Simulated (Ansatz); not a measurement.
# CH₅BClFSSi: up Jacob's ladder to CCSD(T)

How much do the methods differ for CH₅BClFSSi? The plan is to run it at one geometry with functionals of several rungs and with coupled cluster, and see how far each lands from CCSD(T) at the basis-set limit for the atomisation energy.

Method: functionals in def2-TZVPP, the program's frozen cores in correlated methods; program: Ansatz 0.2.0, Gaussian basis.

Plan: PBE-D4, r2SCAN-D4, PBE0-D4, B3LYP-D4, ωB97X-V, ωB97M-V, B2PLYP; CCSD(T)/def2-TZVPP; MP2/def2-QZVPP; extrapolation to the limit.

**1. Structure used throughout**

The geometry comes from an earlier relaxation with PBE0-D4 in a triple-zeta def2 set; it is a stationary point, not always the lowest conformer.

11 atoms, charge 0, spin multiplicity 1.

Atoms are counted from 1 here; the program's logs count them from 0.

Bond lengths: B1–Si2 1.997 Å, B1–S6 2.019 Å, B1–H7 1.204 Å, B1–H8 1.198 Å, Si2–Cl3 2.056 Å, Si2–C4 1.933 Å, Si2–H9 1.493 Å, C4–F5 1.362 Å, C4–S6 1.875 Å, C4–H10 1.093 Å, S6–H11 1.348 Å. Angles: Si2–B1–S6 83.8°, Si2–B1–H7 113.3°, Si2–B1–H8 123.8°, S6–B1–H7 100.3°, S6–B1–H8 110.8°, H7–B1–H8 116.3°, B1–Si2–Cl3 126.8°, B1–Si2–C4 87.7°, B1–Si2–H9 115.8°, Cl3–Si2–C4 113.4°, Cl3–Si2–H9 107.1°, C4–Si2–H9 101.8°, Si2–C4–F5 116.0°, Si2–C4–S6 89.5°, Si2–C4–H10 123.2°, F5–C4–S6 106.6°, F5–C4–H10 108.8°, S6–C4–H10 109.6° and more.

**2. PBE-D4 (GGA)**

File in.yaml:

```yaml
crystal:
  periodic: [false, false, false]
  atoms:
    - {symbol: B, position_ang: [-0.295779, -1.459495, -0.277908]}
    - {symbol: Si, position_ang: [1.110338, -0.080751, 0.055332]}
    - {symbol: Cl, position_ang: [2.778467, 0.277279, -1.091651]}
    - {symbol: C, position_ang: [-0.265586, 1.261028, -0.153063]}
    - {symbol: F, position_ang: [-0.552431, 1.628162, -1.432942]}
    - {symbol: S, position_ang: [-1.554696, -0.007954, 0.341224]}
    - {symbol: H, position_ang: [-0.616371, -1.543916, -1.435301]}
    - {symbol: H, position_ang: [-0.429577, -2.449544, 0.383883]}
    - {symbol: H, position_ang: [1.509140, 0.110627, 1.481645]}
    - {symbol: H, position_ang: [-0.348341, 2.138687, 0.492403]}
    - {symbol: H, position_ang: [-1.269865, 0.069078, 1.656876]}
basis:
  gaussian: {orbitals: def2-TZVPP}
hamiltonian: {xc: pbe, dispersion: d4}
output: {forces: true, orbitals: {seedname: orbitals}}
```

Launch:

```
ansatz run in.yaml --threads 4 --pin off --events-out ev --progress --plain --max-ram 10444MiB
```

After this run come: r2SCAN-D4 (meta-GGA); PBE0-D4 (hybrid); B3LYP-D4 (hybrid); ωB97X-V (range-separated); ωB97M-V (range-separated); B2PLYP (double hybrid); CCSD(T) in def2-TZVPP; MP2 in def2-QZVPP.

Before running them: what should the planned runs give, taken together? Wanted: atomisation energy, CCSD(T)/CBS; farthest; mean size of error, hybrid; mean size of error, range-separated; gap, smallest and largest; T1 diagnostic; triples share of the correlation energy.

As calculated:

| quantity | value |
| --- | --- |
| atomisation energy, CCSD(T)/CBS | 874.3 kcal/mol |
| functionals within 4.4 kcal/mol (0.5 %) | B3LYP-D4 |
| farthest | PBE-D4 (+25.9 kcal/mol) |
| mean size of error, hybrid | 5.6 kcal/mol |
| mean size of error, range-separated | 8.3 kcal/mol |
| gap, smallest and largest | 4.32 eV (PBE-D4), 10.90 eV (ωB97X-V) |
| T1 diagnostic | 0.0124 |
| triples share of the correlation energy | 4.1 % |

In words: PBE-D4 is off by +25.9 kcal/mol. Double hybrids carry the basis error of their MP2 part in triple zeta, and no dispersion term here, so their miss is partly the set-up's. The reference freezes the cores and leaves out relativity and excitations past (T), so misses under about 4.4 kcal/mol can't be ranked. Hartree-Fock recovers 72 % of the binding; the rest is correlation. Orbital gaps span 4.3 to 10.9 eV; exact exchange widens them.
